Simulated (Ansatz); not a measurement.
**BrH₃O₂Si: a ladder of functionals and wavefunction methods**

How much do the methods differ for BrH₃O₂Si? The plan is to run it at one geometry with functionals of several rungs and with coupled cluster, and see how far each lands from CCSD(T) at the basis-set limit for the atomisation energy.

The runs use Ansatz 0.2.0, Gaussian basis; functionals in def2-TZVPP, the program's frozen cores in correlated methods.

The runs, in order: LDA (SPW92), PBE-D4, revPBE-D4, BLYP-D4, r2SCAN-D4, B97M-V, PBE0-D4, B3LYP-D4, r2SCANh-D4, r2SCAN0-D4, HSE06-D4, BHLYP-D4, CAM-B3LYP-D4, LC-ωPBE, ωB97X-V, ωB97M-V, B2PLYP, PBE-QIDH; CCSD(T)/def2-SVP; CCSD(T)/def2-TZVPP; MP2/def2-QZVPP; extrapolation to the limit; RPA on PBE.

**1. Structure used throughout**

The geometry comes from an earlier relaxation with PBE0-D4 in a triple-zeta def2 set; it is a stationary point, not always the lowest conformer.

SMILES `O[SiH](O)Br`, 7 atoms, charge 0, spin multiplicity 1.

Atoms are counted from 1 here; the program's logs count them from 0.

Bond lengths: O1–Si2 1.621 Å, O1–H5 0.959 Å, Si2–O3 1.631 Å, Si2–Br4 2.230 Å, Si2–H6 1.469 Å, O3–H7 0.958 Å. Angles: Si2–O1–H5 118.6°, O1–Si2–O3 109.9°, O1–Si2–Br4 111.9°, O1–Si2–H6 106.2°, O3–Si2–Br4 107.4°, O3–Si2–H6 113.6°, Br4–Si2–H6 107.9°, Si2–O3–H7 117.9°.

**2. LDA**

This LDA is Slater exchange with PW92 correlation.

Input file in.yaml:

```yaml
crystal:
  periodic: [false, false, false]
  atoms:
    - {symbol: O, position_ang: [0.103891, 1.557686, -0.261753]}
    - {symbol: Si, position_ang: [0.123681, 0.058071, 0.354311]}
    - {symbol: O, position_ang: [0.760325, -0.978419, -0.731688]}
    - {symbol: Br, position_ang: [-1.927656, -0.665468, 0.845350]}
    - {symbol: H, position_ang: [-0.311120, 1.697582, -1.115045]}
    - {symbol: H, position_ang: [0.886112, 0.139036, 1.607913]}
    - {symbol: H, position_ang: [0.425967, -1.876488, -0.744888]}
basis:
  gaussian: {orbitals: def2-TZVPP}
hamiltonian: {xc: lda}
output: {orbitals: {seedname: orbitals}}
```

The runs that follow: PBE-D4 (GGA); revPBE-D4 (GGA); BLYP-D4 (GGA); r2SCAN-D4 (meta-GGA); B97M-V (meta-GGA); PBE0-D4 (hybrid); B3LYP-D4 (hybrid); r2SCANh-D4 (hybrid); r2SCAN0-D4 (hybrid); HSE06-D4 (hybrid); BHLYP-D4 (hybrid); CAM-B3LYP-D4 (range-separated); LC-ωPBE-D4 (range-separated); ωB97X-V (range-separated); ωB97M-V (range-separated); B2PLYP (double hybrid); PBE-QIDH (double hybrid); CCSD(T) in def2-SVP; CCSD(T) in def2-TZVPP; MP2 in def2-QZVPP; RPA on PBE orbitals.

Q: Predict the results of all the runs planned. Wanted: atomisation energy, CCSD(T)/CBS; farthest beyond LDA; mean size of error, GGA; mean size of error, meta-GGA; mean size of error, hybrid; mean size of error, range-separated; mean size of error, double hybrid; gap, smallest and largest; T1 diagnostic.

The runs gave:

```
                               quantity                                  value
        atomisation energy, CCSD(T)/CBS                          2584.5 kJ/mol
 functionals within 25.8 kJ/mol (1.0 %)    PBE-D4, r2SCAN-D4, ωB97X-V, ωB97M-V
                    farthest beyond LDA               BHLYP-D4 (-136.0 kJ/mol)
                mean size of error, GGA                            45.1 kJ/mol
           mean size of error, meta-GGA                            26.6 kJ/mol
             mean size of error, hybrid                            71.5 kJ/mol
    mean size of error, range-separated                            34.0 kJ/mol
      mean size of error, double hybrid                            61.2 kJ/mol
              gap, smallest and largest  6.73 eV (BLYP-D4), 14.10 eV (LC-ωPBE)
                          T1 diagnostic                                 0.0095
triples share of the correlation energy                                  3.4 %
```

**Reading.** LDA overbinds by 353.6 kJ/mol (14 %). PBE-D4 is off by -5.9 kJ/mol. Double hybrids carry the basis error of their MP2 part in triple zeta, and no dispersion term here, so their miss is partly the set-up's. Taken by rung, meta-GGA functionals do best (26.6 kJ/mol on average) and hybrid ones worst beyond LDA (71.5 kJ/mol). The gap between the best rungs is small, so their order is not settled. The mean of the hybrids holds BHLYP, with half exact exchange. Misses under about 25.8 kJ/mol are within the doubt on the reference itself, which lacks core-valence correlation, relativity and higher excitations, and its outer-core shells are covered unevenly. All levels share the lack of spin-orbit coupling, which lowers the free heavy atoms and so the true binding. Hartree-Fock recovers 70 % of the binding; the rest is correlation. CCSD(T) in def2-SVP is off by -260.0 kJ/mol, so the small basis spoils what the method gains. Orbital gaps span 6.7 to 14.1 eV; exact exchange widens them. Correlated methods include outer-core shells of Br, which these sets cover unevenly.
